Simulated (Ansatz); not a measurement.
# SiC3: the cost of one run

Method: plane waves, PAW, in Ansatz 0.2.0.

2 further runs of the same task are left out: 2 that didn't finish.

## Step 1: Starting point

The structure is tetragonal, space group P-4m2 (No. 115). The conventional cell has a = 2.796 Å, b = 2.796 Å, c = 4.090 Å, α = 90.00°, β = 90.00°, γ = 90.00°. C (site symmetry 2mm) has 2 C at 1.65 Å and 2 Si at 1.82 Å as nearest neighbours. C (site symmetry -4m2) has 4 C at 1.65 Å as nearest neighbours. Si (site symmetry -4m2) has 4 C at 1.82 Å as nearest neighbours.

As a file:

```cif
data_structure
_symmetry_space_group_name_H-M 'P 1'
_symmetry_Int_Tables_number 1
_cell_length_a 2.7964
_cell_length_b 2.7964
_cell_length_c 4.0900
_cell_angle_alpha 90.000
_cell_angle_beta 90.000
_cell_angle_gamma 90.000
_cell_volume 31.98
loop_
_atom_site_label
_atom_site_type_symbol
_atom_site_fract_x
_atom_site_fract_y
_atom_site_fract_z
_atom_site_occupancy
C1 C 0.50000 0.00000 0.78627 1
C2 C 0.50000 0.50000 0.00000 1
C3 C 0.00000 0.50000 0.21373 1
Si1 Si 0.00000 0.00000 0.50000 1
```

The cell was relaxed beforehand with r2SCAN; those runs aren't shown.

## Step 2: PBE, anion s p, 6×6×4

The input, input.yaml:

```yaml
crystal:
  lattice:
    - [2.7964006874, 0.0, 0.0]
    - [0.0, 2.7964006874, 0.0]
    - [0.0, 0.0, 4.0900436006]
  atoms:
    - { symbol: C, position: [0.5, 0.0, 0.7862689761] }
    - { symbol: C, position: [0.5, 0.5, 0.0] }
    - { symbol: C, position: [0.0, 0.5, 0.2137310239] }
    - { symbol: Si, position: [0.0, 0.0, 0.5] }
kpoints:
  mp_grid: { grid: [8, 8, 6] }
  band_path:
    path:
      - [[0.0, 0.0, 0.0], [-1.862318174218e-50, 0.5, -1.331820553895e-34], [0.5, 0.5, -5.373942445075e-20], [0.0, 0.0, 0.0], [-1.454478552317e-36, -4.24519223997e-51, 0.5], [4.612793895454e-37, 0.5, 0.5], [0.5, 0.5, 0.5], [-1.454478552317e-36, -4.24519223997e-51, 0.5]]
      - [[-1.862318174218e-50, 0.5, -1.331820553895e-34], [4.612793895454e-37, 0.5, 0.5]]
      - [[0.5, 0.5, -5.373942445075e-20], [0.5, 0.5, 0.5]]
    npoints: 10
hamiltonian:
  xc: pbe
scf:
  occupations: { method: fixed }
  n_extra_bands: 6
output:
  forces: false
  stress: false
  eigenvalues: true
  wannier:
    kmesh: [6, 6, 4]
    projections: [{ species: C, l: s, shell: 2 }, { species: C, l: p, shell: 2 }]
    minimise: true
    write_hr: true
    conv_tol: 1.0e-08
    max_iter: 3000
  write_density: true
  write_potential: true
  elf: true
  volumetric_format: npy
```

On the command line:

```sh
$ ansatz run input.yaml --threads 4 --pin off --max-ram 3686MiB --backend cpu --events-out ev --progress --plain --runs-dir out
```

Q: Estimate wall time and peak memory on 4 threads of Arm Neoverse V2, shared host.

About 2.3 s, with a peak of 0.3 GiB.
